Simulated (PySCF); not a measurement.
**Silicon: the same states on changed settings**

These states were run before on sound settings. What differs here: a valence shell is frozen, unsound on purpose. What does it move?

The numbers are computed with PySCF 2.14.0 (unrestricted determinants in a Gaussian basis, no spin-orbit coupling in the energies), except any that are marked as measured or tabulated.

**1. The system**

```
Element                                   : silicon (Z = 14)
Basis                                     : cc-pV(D+d)Z
Hamiltonian                               : no relativity, point nucleus
State 1                                   : Si: [Ne] 3s2 3p2, high-spin 3P determinant
Methods                                   : MP2, CCSD(T)
Core shells frozen in the correlated runs : valence: [Ne] 3s2 (for Si)
```

The outer shells:

Si [Ne] 3s2 3p2
```
[Ne] core
3s [↑↓]
3p [↑ ][↑ ][  ]
```

The sound run (cc-pV(D+d)Z, no relativity, point nucleus, symmetry-adapted start, fine grid, valence correlation) gave:

```
species             method  energy (hartree)
     Si                UHF        -288.85023
     Si              M06-L        -289.35571
     Si               BP86        -289.39237
     Si      MP2 (valence)        -288.89571
     Si  CCSD(T) (valence)        -288.91643
    Si⁺                UHF        -288.56942
    Si⁺              M06-L        -289.05657
    Si⁺               BP86        -289.08886
    Si⁺      MP2 (valence)        -288.60462
    Si⁺  CCSD(T) (valence)        -288.62416
```

The runs were made by one driver on top of PySCF. The scripts below sum up each run's settings (the driver also hands on starting orbitals that pick excited configurations, and frozen orbitals as a list rather than a count), and the logs come from the driver's own runs. The driver starts from symmetry-adapted Hartree-Fock orbitals, holds the occupation by maximum overlap and uses a logarithmic radial grid for functionals, so a plain start would take other cycles.

The driver's launch:

```console
$ OMP_NUM_THREADS=1 python atomrun2.py TASK.json OUT
```

The integrals over 23 functions and the set-up took 0.02 s of CPU time.

**2. Changed run, Si: the ladder of methods**

**MP2 (valence)**

input.py reads:

```python
from pyscf import gto, scf, dft, mp, cc
import basis_set_exchange as bse
mol = gto.M(atom="Si 0 0 0", charge=0, spin=2, symmetry="D2h",
            basis=gto.basis.parse(bse.get_basis("cc-pV(D+d)Z", elements=["Si"], fmt="nwchem", header=False)))
mf = scf.UHF(mol)
mf.irrep_nelec = {'Ag': (3, 3), 'B1u': (2, 1), 'B2u': (2, 1), 'B3u': (1, 1)}
mf.kernel()
mp.UMP2(mf, frozen=6).kernel()
```

The driver printed no log here.

Time after the integrals: 0.01 s (1 thread of Neoverse-V1, shared host).

With 2 electrons correlated, the MP2 correlation energy is -0.00460 hartree (-0.00460 same spin, 0.00000 opposite spin); the SCS form gives -0.00153. Largest pairs of shells: 3p-3p -0.0046.

**CCSD(T) (valence)**

input.py differs from the last one in:

```diff
@@ -7,2 +7,3 @@
 mf.kernel()
-mp.UMP2(mf, frozen=6).kernel()
+mycc = cc.CCSD(mf, frozen=6).run()
+mycc.ccsd_t()
```

Output:

```text
CC2 = 0
CCSD nocc = (np.int64(2), np.int64(0)), nmo = (17, 17)
frozen orbitals [[0, 1, 2, 3, 4, 5], [0, 1, 2, 3, 4, 5]]
max_cycle = 100
direct = 0
conv_tol = 1e-08
conv_tol_normt = 1e-06
diis_space = 8
diis_start_cycle = 0
Init t2, MP2 energy = -0.00459738486947157
Init E_corr(UCCSD) = -0.00459738486952772
cycle = 1  E_corr(UCCSD) = -0.00613299851151097  dE = -0.00153561364  norm(t1,t2) = 0.0184045
cycle = 2  E_corr(UCCSD) = -0.00664692672180557  dE = -0.00051392821  norm(t1,t2) = 0.00630346
cycle = 3  E_corr(UCCSD) = -0.00691065230945158  dE = -0.000263725588  norm(t1,t2) = 0.00218975
cycle = 4  E_corr(UCCSD) = -0.00690921584671135  dE = 1.43646274e-06  norm(t1,t2) = 0.000105615
cycle = 5  E_corr(UCCSD) = -0.00690935670535366  dE = -1.40858642e-07  norm(t1,t2) = 5.13882e-06
cycle = 6  E_corr(UCCSD) = -0.00690931212511622  dE = 4.45802374e-08  norm(t1,t2) = 4.50993e-07
cycle = 7  E_corr(UCCSD) = -0.00690931801676308  dE = -5.89164685e-09  norm(t1,t2) = 8.14492e-08
UCCSD converged
E(UCCSD) = -288.8571353956069  E_corr = -0.006909318016763077
```

Time after the integrals: 0.04 s (1 thread of Neoverse-V1, shared host).

CCSD correlation -0.00691 hartree, triples 0.00000; total -288.857135. T1 = 0.002, largest double amplitude 0.066. With two correlated electrons the triples vanish and CCSD is exact in this space.

**3. Against the sound run**

```
species             method  converged  energy less sound run (eV)
     Si      MP2 (valence)        yes                     +1.1126
     Si  CCSD(T) (valence)        yes                     +1.6134
```

Ionisation energy of Si:

```csv
method,sound run (eV),changed run (eV),shift (eV)
UHF,7.641,7.641,+0.000
MP2,7.921,7.766,-0.155
SCS-MP2,7.848,7.683,-0.166
CCSD,7.942,7.829,-0.113
CCSD(T),7.953,7.829,-0.124
```

**4. Results**

| quantity | value |
| --- | --- |
| change | a valence shell is frozen |
| runs converged | 2 of 2 |
| largest shift of a converged total energy | 1.61 eV |
| largest shift of the ionisation energy | -0.166 eV (SCS-MP2) |

The ionisation energy moves by up to 0.17 eV, at SCS-MP2. Freezing a valence shell removes pair correlation that changes on ionisation. The setting is unsound on purpose, so these numbers are no properties of the atom.
